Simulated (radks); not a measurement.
**Tm²⁺ in [Xe] 4f12.75 5d0.25: an all-electron calculation**

Aim: the levels, the sizes of the orbitals and the parts of the energy of the thulium ion Tm2+.

Program: radks (a radial shooting solver on a logarithmic mesh, Libxc functionals) version 1. Level of theory: Dirac Kohn-Sham, B86b exchange with PBE correlation, spin-unpolarised, spherical densities, finite nucleus; open shells fill j = l - 1/2 first. These are calculated values, not measurements, unless marked.

### 1 What is computed

* element: thulium (Z = 69)
* charge: +2
* electrons: 67
* configuration: [Xe] 4f12.75 5d0.25
* nuclear rms radius: 5.2256 fm

### 2 The run

Input:

```text
Z 69
configuration [Xe] 4f12.75 5d0.25
relativity Dirac
functional b86_mgc,pbe
spin unpolarised
j_filling energy
nucleus finite rms 5.2256 fm
c 137.035999084
```

Command:

```
$ python run_ks.py task.json out
```

The same process makes all the runs of this session.

Q: Predict the outcome of this run.

**Answer**, as computed:

```
                        quantity                   value
                    total energy     -13581.1015 hartree
exchange-correlation share of it                  2.12 %
                            −T/E                  1.1070
          highest occupied level       5d3/2, -14.069 eV
    most extended occupied level  5d3/2, <r> = 2.36 bohr
 radius at density 0.001 e/bohr³               3.40 bohr
    maxima of the radial density                       4
```

**Reading.** 5 principal shells are occupied and 4 maxima appear in the radial density; where shells overlap, one shows as a shoulder or not at all. Relativity lifts −T/E to 1.107. This is not the tabulated ground configuration, so its levels and sizes aren't those of the ground state, and no measured value stands beside it.
